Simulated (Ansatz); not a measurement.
# C2H7NSeSi: rotation by 120° about the N4–Si5 bond, part 2 of 2

Wanted: the energy profile along the rotation by 120° about the N4–Si5 bond, from relaxed end points and a band of images. SMILES of the start: CC([SeH])=N[SiH3].

Ansatz 0.2.0; RHF/def2-SVP. Earlier steps stand in the parts before.

### Step 8. Frequencies at the highest image

The geometry is the highest inner image of the first converged band.

input.yaml

```yaml
crystal:
  periodic: [false, false, false]
  atoms:
    - { symbol: C, position_ang: [-1.317073, -0.023487, 0.448453] }
    - { symbol: C, position_ang: [0.139852, -0.253567, 0.773766] }
    - { symbol: Se, position_ang: [0.526849, -0.841509, 2.579025] }
    - { symbol: "N", position_ang: [1.11677, -0.11118, 0.024357] }
    - { symbol: Si, position_ang: [1.325491, 0.378511, -1.631277] }
    - { symbol: H, position_ang: [-1.733358, 0.737992, 1.108913] }
    - { symbol: H, position_ang: [-1.88517, -0.942412, 0.597258] }
    - { symbol: H, position_ang: [-1.435568, 0.301697, -0.584239] }
    - { symbol: H, position_ang: [-0.841678, -0.869155, 3.075144] }
    - { symbol: H, position_ang: [0.833434, 1.763983, -1.838475] }
    - { symbol: H, position_ang: [0.586928, -0.523995, -2.550607] }
    - { symbol: H, position_ang: [2.760322, 0.328021, -1.968215] }
basis:
  gaussian: { orbitals: def2-SVP }
hamiltonian:
  xc: hf
phonons: {}
```

Started as:

```
$ ansatz run input.yaml --threads 2 --pin off --max-ram 3072MiB --backend cpu --events-out ev --progress --plain --runs-dir out
```

What it wrote, cut to the lines that bear on the results:

```text
Warning: RAYON_NUM_THREADS=2 ignored (pool sized by the plan → 2); use --threads N
[...]
Functional definition: HF
[...]
1379 factors; integrals over basis functions are off by at most 5.1e-4 eV
[...]
mean field -76805.25148810 eV, -2822.5409317184 hartree, gradient 1.1e-5 eV, S^2 0.000000; 0 other end points of the search recorded, 0 dependent functions left out
[...]
reference -76805.25148810 eV, -2822.5409317184 hartree; 37, 37 occupied and 90, 90 virtual orbitals, 1379 factors
[...]
1379 factors; integrals over basis functions are off by at most 5.1e-4 eV
[...]
mean field -76805.25133562 eV, -2822.5409261150 hartree, gradient 2.9e-6 eV, S^2 0.000000; 0 other end points of the search recorded, 0 dependent functions left out
[...]
reference -76805.25133562 eV, -2822.5409261150 hartree; 37, 37 occupied and 90, 90 virtual orbitals, 1379 factors
[...]
1379 factors; integrals over basis functions are off by at most 5.1e-4 eV
[...]
WARN: phonons: modes at or below zero, which the zero-point energy, F, S and C_V leave out: 1, the lowest at -66.91 cm⁻¹. A minimum has none, and a first-order saddle one
[...]
Atom 4 at     1.325491     0.378511    -1.631277 Å, force    -0.000427     0.002610    -0.010933 eV/Å
Atom 5 at    -1.733358     0.737992     1.108913 Å, force    -0.000222    -0.000331    -0.000534 eV/Å
Atom 6 at    -1.885170    -0.942412     0.597258 Å, force     0.000295     0.000650    -0.000356 eV/Å
Atom 7 at    -1.435568     0.301697    -0.584239 Å, force    -0.001061     0.000453    -0.001486 eV/Å
Atom 8 at    -0.841678    -0.869155     3.075144 Å, force    -0.004143     0.001267    -0.004078 eV/Å
Atom 9 at     0.833434     1.763983    -1.838475 Å, force    -0.000045    -0.003489     0.001045 eV/Å
Atom 10 at     0.586928    -0.523995    -2.550607 Å, force    -0.000497     0.002787     0.002626 eV/Å
Atom 11 at     2.760322     0.328021    -1.968215 Å, force    -0.000684    -0.000159     0.000489 eV/Å
Dipole moment:    -0.591594     0.070569    -0.057053 e Å
Vibrations: -66.91 129.46 132.06 165.17 257.18 257.99 340.76 547.30 644.92 764.63 765.17 798.46 867.14 1027.68 1048.04 1055.38 1093.99 1115.47 1230.73 1511.48 1573.23 1577.36 1930.23 2307.58 2319.17 2372.98 2586.75 3190.12 3280.49 3295.36 cm⁻¹, zero-point energy 2.367248 eV
```

Wall time 2.4 min (2 threads of Arm Neoverse V1, shared host); peak memory 0.32 GiB.

Of 30 modes, 1 is imaginary by more than 30 cm⁻¹ (67i cm⁻¹).

### Step 9. The band again, with other settings

crystal.atoms is end A as relaxed above, and neb.final_atoms is end B, turned to lie on A. With 7 inner images the band has 9 in all.

input.yaml

```yaml
crystal:
  periodic: [false, false, false]
  atoms:
    - { symbol: C, position_ang: [-1.165513, 0.503847, 0.689127] }
    - { symbol: C, position_ang: [0.02827, -0.421177, 0.682767] }
    - { symbol: Se, position_ang: [0.254206, -1.528978, 2.25803] }
    - { symbol: "N", position_ang: [0.879928, -0.560792, -0.205514] }
    - { symbol: Si, position_ang: [1.250085, 0.07571, -1.772898] }
    - { symbol: H, position_ang: [-1.110455, 1.180535, 1.542502] }
    - { symbol: H, position_ang: [-2.085097, -0.075241, 0.781145] }
    - { symbol: H, position_ang: [-1.203889, 1.089012, -0.227251] }
    - { symbol: H, position_ang: [-0.909997, -1.059759, 2.996006] }
    - { symbol: H, position_ang: [0.312463, 1.129039, -2.24643] }
    - { symbol: H, position_ang: [1.21799, -1.041303, -2.73983] }
    - { symbol: H, position_ang: [2.608808, 0.654007, -1.723553] }
basis:
  gaussian: { orbitals: def2-SVP }
hamiltonian:
  xc: hf
neb:
  order_check: false
  images: 7
  f_tol: 0.05
  max_iterations: 60
  initial_path: linear
  final_atoms:
    - { symbol: C, position_ang: [-1.33961328, 0.13498454, 0.53058293] }
    - { symbol: C, position_ang: [0.10142657, -0.25885372, 0.75215475] }
    - { symbol: Se, position_ang: [0.54305504, -0.91224287, 2.52352083] }
    - { symbol: "N", position_ang: [1.0361703, -0.21586194, -0.05879962] }
    - { symbol: Si, position_ang: [1.32381892, 0.2325943, -1.70626318] }
    - { symbol: H, position_ang: [-1.62370793, 0.92298351, 1.22887814] }
    - { symbol: H, position_ang: [-1.99189713, -0.72051223, 0.70960523] }
    - { symbol: H, position_ang: [-1.48946422, 0.48994147, -0.48704477] }
    - { symbol: H, position_ang: [-0.78469764, -0.80012076, 3.11045125] }
    - { symbol: H, position_ang: [2.37842361, 1.26727259, -1.72216738] }
    - { symbol: H, position_ang: [0.13195568, 0.7716869, -2.41488732] }
    - { symbol: H, position_ang: [1.79132908, -0.96697178, -2.43192986] }
```

Started as:

```
$ ansatz run input.yaml --threads 2 --pin off --max-ram 3072MiB --backend cpu --events-out ev --progress --plain --runs-dir out
```

What it wrote, cut to the lines that bear on the results:

```text
Warning: RAYON_NUM_THREADS=2 ignored (pool sized by the plan → 2); use --threads N
[...]
[... 1 set-up line as earlier in the session ...]
[...]
1381 factors; integrals over basis functions are off by at most 4.8e-4 eV
[...]
mean field -76805.28038793 eV, -2822.5419937676 hartree, gradient 1.6e-5 eV, S^2 0.000000; 0 other end points of the search recorded, 0 dependent functions left out
[...]
reference -76805.28038793 eV, -2822.5419937676 hartree; 37, 37 occupied and 90, 90 virtual orbitals, 1381 factors
1381 factors; integrals over basis functions are off by at most 5.0e-4 eV
[...]
mean field -76805.28032828 eV, -2822.5419915755 hartree, gradient 1.5e-5 eV, S^2 0.000000; 0 other end points of the search recorded, 0 dependent functions left out
[...]
reference -76805.28032828 eV, -2822.5419915755 hartree; 37, 37 occupied and 90, 90 virtual orbitals, 1381 factors
[...]
Atom 2 at     0.497880    -0.998066     2.523308 Å, force     0.005917    -0.004056     0.008839 eV/Å
Atom 3 at     1.083666    -0.237504    -0.021432 Å, force     0.037114    -0.017462     0.029924 eV/Å
Atom 4 at     1.323611     0.283848    -1.660776 Å, force     0.008084     0.009630    -0.033322 eV/Å
Atom 5 at    -1.609929     0.892034     1.198080 Å, force    -0.000030     0.004380     0.002665 eV/Å
Atom 6 at    -1.974244    -0.735597     0.627742 Å, force    -0.002945    -0.004313    -0.000329 eV/Å
Atom 7 at    -1.416866     0.496446    -0.520313 Å, force    -0.003321     0.001498    -0.002774 eV/Å
Atom 8 at    -0.846672    -0.887669     3.070277 Å, force    -0.009400     0.001541     0.000973 eV/Å
Atom 9 at     1.009708     1.727694    -1.806750 Å, force     0.000299    -0.003134     0.000889 eV/Å
Atom 10 at     0.459439    -0.481149    -2.595190 Å, force    -0.000043     0.002021     0.001235 eV/Å
Atom 11 at     2.735027     0.064059    -2.032444 Å, force    -0.023931     0.003729     0.004645 eV/Å
Dipole moment:    -0.578696     0.140411    -0.031494 e Å
this run last wrote the band of iteration 8 to <dir>
```

Run time: 2.5 min. Hardware: 2 threads of Arm Neoverse V1, shared host; peak memory 0.32 GiB.

### Step 10. What the band shows

The 7 inner images lie between the fixed ends 0 and 8. Energy is taken from image 0, and the path length is the program's own coordinate along the band.

| image | path (Å) | energy (eV) | dihedral C2–N4–Si5–H11 (°) | band force (eV/Å) |
| --- | --- | --- | --- | --- |
| 0 | 0.000 | 0.0000 | -119 | - |
| 1 | 0.535 | 0.0056 | -105 | 0.017 |
| 2 | 1.071 | 0.0170 | -90 | 0.036 |
| 3 | 1.606 | 0.0265 | -74 | 0.041 |
| 4* | 2.141 | 0.0293 | -59 | 0.037 |
| 5 | 2.682 | 0.0252 | -43 | 0.036 |
| 6 | 3.222 | 0.0147 | -28 | 0.030 |
| 7 | 3.763 | 0.0038 | -13 | 0.017 |
| 8 | 4.303 | 0.0001 | 2 | - |

The star marks the climbing image.

image, energy (eV) and a bar:
```
        0      0.000 
        1      0.006 ######
        2      0.017 #################
        3      0.027 ###########################
        4      0.029 ##############################
        5      0.025 ##########################
        6      0.015 ###############
        7      0.004 ####
        8      0.000
```

### Step 11. Results

This closing draws on all 2 parts.

| quantity | value |
| --- | --- |
| end A | 26 moves, 1.278 eV lower |
| end B | 28 moves, 1.285 eV lower |
| first band: barrier forwards | 0.029 eV |
| first band: barrier backwards | 0.029 eV |
| first band: second end relative to first | 0.000 eV |
| first band: highest image | 4 of 0 to 8, climbing |
| first band: band iterations | 8 |
| imaginary modes at the top | 67i cm⁻¹ |
| second band | top 0.029 eV above image 0, 8 iterations, 7 inner images |
| time, first and second band | 2.5 min and 2.5 min |

What this shows: In the first band: the top lies 0.029 eV above the first end, or 1.1 kT at room temperature. The two ends lie within 1 meV of each other. The listed dihedral goes from -119° at end A through -59° at the highest image to 2° at end B. One imaginary mode, as a first-order saddle point has. The second band's top agrees with the first's to 1 meV, so the changed settings hardly move the height. Zero-point energy and entropy are left out.
